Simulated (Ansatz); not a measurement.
# SnSe: the cost of one run

Computed with Ansatz 0.2.0 (DFT LDA, scalar-relativistic, plane waves, PAW, unless a step's input says otherwise).

2 further runs of the same task are left out: 2 set aside as unsound or not needed.

## Step 1: The system as given

Symmetry: Fm-3m, No. 225, cubic system. The conventional cell has a = 5.893 Å, b = 5.893 Å, c = 5.893 Å, α = 90.00°, β = 90.00°, γ = 90.00°. Sn (site symmetry m-3m) is surrounded by 6 Se at 2.95 Å. Se (site symmetry m-3m) has 6 Sn at 2.95 Å as nearest neighbours.

Structure file:

```
Sn Se
1.0
     0.00000    2.94626    2.94626
     2.94626    0.00000    2.94626
     2.94626    2.94626    0.00000
Sn Se
1 1
Cartesian
  0.0000 0.0000 0.0000
  2.9463 2.9463 2.9463
```

It is the result of an earlier relaxation at this level (volume 25.57 Å³/atom; gap on the mesh: 0.78 eV).

## Step 2: The cell under 3 GPa

What is minimised here is the enthalpy; the energy can go up as the cell is squeezed.

Contents of input.yaml:

```yaml
crystal:
  lattice:
    - [0.0, 2.9462619182, 2.9462619182]
    - [2.9462619182, 0.0, 2.9462619182]
    - [2.9462619182, 2.9462619182, 0.0]
  atoms:
    - { symbol: Sn, position: [0.0, 0.0, 0.0] }
    - { symbol: Se, position: [0.5, 0.5, 0.5] }
basis:
  ecutwfc: 420
kpoints:
  mp_grid: { grid: [8, 8, 8] }
hamiltonian:
  xc: lda
scf:
  occupations: { method: fixed }
output:
  forces: true
  stress: true
  eigenvalues: true
relax:
  adjacent_minimum: "off"
  f_tol: 0.001
  max_steps: 60
  cell: { stress_tol: 0.02, p_target: 3.0 }
```

Command:

```sh
$ ansatz run input.yaml --threads 1 --pin off --max-ram 3072MiB --backend cpu --events-out ev --progress --plain --runs-dir out
```

What time and memory should one allow on 1 thread of Intel Xeon 6975P-C (Granite Rapids), shared host?

About 4.4 s, with a peak of 0.36 GiB.
